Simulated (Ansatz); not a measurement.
The system is HfB.

```
Hf B
1.0
     0.00000    2.31000    2.31000
     2.31000    0.00000    2.31000
     2.31000    2.31000    0.00000
Hf B
1 1
Direct
  0.50000 0.50000 0.50000
  0.00000 0.00000 0.00000
```

| Quantity | Value |
| --- | --- |
| Program | Ansatz 0.2.0 |
| Task | phonons |
| Functional | PBEsol |
| Potentials or basis | Ansatz PAW |
| Cutoff | 420 eV (not typed: the program's choice for these potentials) |
| k mesh | 8 × 8 × 8 |
| Occupations | fermi-dirac, width 0.05 eV |
| Spin | no spin polarisation |
| q mesh | 2 × 2 × 2 |
| Path | [["G", "X", "W", "K", "G", "L", "U", "W", "L", "K"], ["U", "X"]] |
| Points for each segment of the path | 8 |

**Question.** Is this structure dynamically stable at this level, and how far does the spectrum reach?

**Answer.** Yes, as far as this q mesh shows: no mode on the path is imaginary. The highest frequency is 644 cm⁻¹.

A q mesh this small can miss soft modes between its points.

Caveat: the q mesh is small, so phonon branches between its points and thermal values are rough.
